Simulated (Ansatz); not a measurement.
# SiGe3: the cost of one run

Program: Ansatz 0.2.0. Level of theory: DFT PBE, scalar-relativistic, plane waves, PAW. These are calculated values, not measurements.

## (1) Starting point

It takes space group P-6m2 (No. 187, hexagonal). Conventional cell: a = 2.963 Å, b = 2.963 Å, c = 9.607 Å, α = 90.00°, β = 90.00°, γ = 120.00°. Around Si (site symmetry -6m2) lie 6 Ge at 2.95 Å and 6 Si at 2.96 Å. Around Ge (site symmetry 3m) lie 3 Si at 2.95 Å and 9 Ge at 2.95 to 2.96 Å. Ge (site symmetry -6m2) is surrounded by 12 Ge at 2.95 to 2.96 Å.

Coordinates:

```
CELL_PARAMETERS angstrom
2.96312 0.00000 0.00000
-1.48156 2.56614 0.00000
0.00000 0.00000 9.60694
ATOMIC_POSITIONS crystal
Si 0.33333 0.66667 0.00000
Ge 0.66667 0.33333 0.25000
Ge 0.66667 0.33333 0.75000
Ge 0.33333 0.66667 0.50000
```

The start is an ordering of an alloy on its end members' structure types: elements ordered on the sites of the Mn type, Si/Ge on Mn (P-6m2, No. 187).

## (2) A first look at the guess

Contents of input.yaml:

```yaml
crystal:
  lattice:
    - [2.96312378, 0.0, 0.0]
    - [-1.48156189, 2.56614047, 0.0]
    - [0.0, 0.0, 9.60693723]
  atoms:
    - { symbol: Si, position: [0.33333333, 0.66666667, 0.0] }
    - { symbol: Ge, position: [0.66666667, 0.33333333, 0.25] }
    - { symbol: Ge, position: [0.66666667, 0.33333333, 0.75] }
    - { symbol: Ge, position: [0.33333333, 0.66666667, 0.5] }
basis:
  ecutwfc: 420
kpoints:
  mp_grid: { grid: [6, 6, 2] }
hamiltonian:
  xc: pbe
scf:
  occupations: { method: gaussian, width: 0.1 }
  lower_state_search: "off"
output:
  forces: true
  stress: true
  eigenvalues: true
```

Started as:

```console
> ansatz run input.yaml --threads 1 --pin off --max-ram 2560MiB --backend cpu --events-out ev --progress --plain --runs-dir out
```

What time and memory should one allow on 1 thread of Intel Xeon at 2.70GHz, shared host?

About 4 s, with a peak of 0.33 GiB.
